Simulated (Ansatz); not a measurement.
Ni3Ge, space group Pm-3m, a comparison of norm-conserving and PAW potentials

Computed with Ansatz 0.2.0 through its Python package.

The script, `ni3ge_nc_paw.py`:
```python
'''Two kinds of potentials on Ni3Ge.'''

import ansatz
import numpy as np

FILLING = 'fermi_dirac'
SIGMA = 0.1
FUNCTIONAL = 'pbesol'
KSPACING = 0.29


def count_gap(report):
    # lowest empty less highest filled band, counting bands; zero where they overlap
    return max(report.get('gap_by_band_count_ev') or 0.0, 0.0)

lattice = ansatz.Lattice.of(
    (3.53033411, 0.0, 0.0),
    (0.0, 3.53033411, 0.0),
    (0.0, 0.0, 3.53033411),
)
sites = [
    ('Ni', (0.5, 0.0, 0.5)),
    ('Ni', (0.0, 0.5, 0.5)),
    ('Ni', (0.5, 0.5, 0.0)),
    ('Ge', (0.0, 0.0, 0.0)),
]
cell = ansatz.Crystal(lattice=lattice)
for symbol, position in sites:
    cell = cell.atom(symbol, position)
cell = cell.moments(Ni=2.0)

calc = (
    cell.calculation()
    .spin(ansatz.SpinTreatment.COLLINEAR)
    .occupations(FILLING, width=SIGMA)
    .functional(FUNCTIONAL)
    .kpoints(spacing=KSPACING)
    .stress()
    .forces()
    .band_table()
)
variants = {
    'PAW': calc.pseudopotentials('paw'),
    'norm-conserving': calc.pseudopotentials('nc'),
}
# totals differ by the cores that each treatment holds, so compare what does not depend on them
rows = []
for label, variant in variants.items():
    summary = variant.run(threads=1, backend='cpu').report
    levels = np.array(summary['eigenvalues_ev'][0]) - summary['fermi_energy_ev']
    print(label, 'levels at the first k-point near E_F:', np.round(levels[np.abs(levels) < 5], 3))
    rows.append((label, summary['n_electrons'], np.trace(summary['stress_gpa']) / 3, count_gap(summary), summary['magnetization_mub']))
print('     treatment  electrons in bands           P GPa  gap by band count eV      moment muB')
for row in rows:
    print(f'{str(row[0]):>14s}  {row[1]:18.1f}  {row[2]:14.3f}  {row[3]:20.3f}  {row[4]:14.3f}')
```

```console
$ python ni3ge_nc_paw.py
DeckWarning: basis.ecutwfc = 420 eV, auto-derived from the records' recommended cutoffs: set by Ni (normal level)
RunWarning: the starting moments were not kept: the SCF closed with an absolute magnetisation of 5.7e-6 μB, where they sum to 6 μB in size (3 sites). That is at most 0.1 of that sum. Measured as dr2_m measures the in/out step, that magnetisation stands 2.2e-11 eV from none, at or under the dr2_threshold of 1.0e-7 eV: [...]
PAW levels at the first k-point near E_F: [-4.984 -3.903 -3.903 -3.485 -3.485 -3.485 -1.524 -1.524 -1.524 -1.073
 -1.073 -1.073 -0.647 -0.647 -0.343 -0.032 -0.032 -0.032  3.875]
DeckWarning: basis.ecutwfc = 1333.357926 eV, auto-derived from the records' recommended cutoffs: set by Ni (normal level)
norm-conserving levels at the first k-point near E_F: [-4.949 -3.877 -3.877 -3.473 -3.473 -3.473 -1.514 -1.514 -1.514 -1.048
 -1.048 -1.048 -0.628 -0.628 -0.329 -0.038 -0.038 -0.038  3.889]
     treatment  electrons in bands           P GPa  gap by band count eV      moment muB
           PAW                68.0          -0.881                 0.000           0.000
norm-conserving                68.0          -0.780                 0.000           0.000
```
(Warnings from the package without file and line, shortened, repeats left out.)

PAW gives -0.881 GPa and norm-conserving -0.780 GPa, 0.10 GPa apart. They took 2.2 and 7.2 s of processor time.

Notes:
- The SCF didn't keep the moments it started from (some shrank, vanished or turned); what is printed is the state reached.
- The mesh is modest for a metal, so energies can be off by several to tens of meV an atom and pressures by half a GPa or more; differences at equal mesh fare better.
- A gap by band count of zero or less means overlapping bands, a metal.
- This cell is a computed structure, which may not be the phase found in nature.
- Levels are Kohn-Sham eigenvalues on this mesh, without spin-orbit coupling.
- Stress is positive in compression.
- Hardware and time: 9.8 s on 1 thread of AMD EPYC 9R45 96-Core Processor (Zen 5) (shared host), peak memory 0.71 GiB.
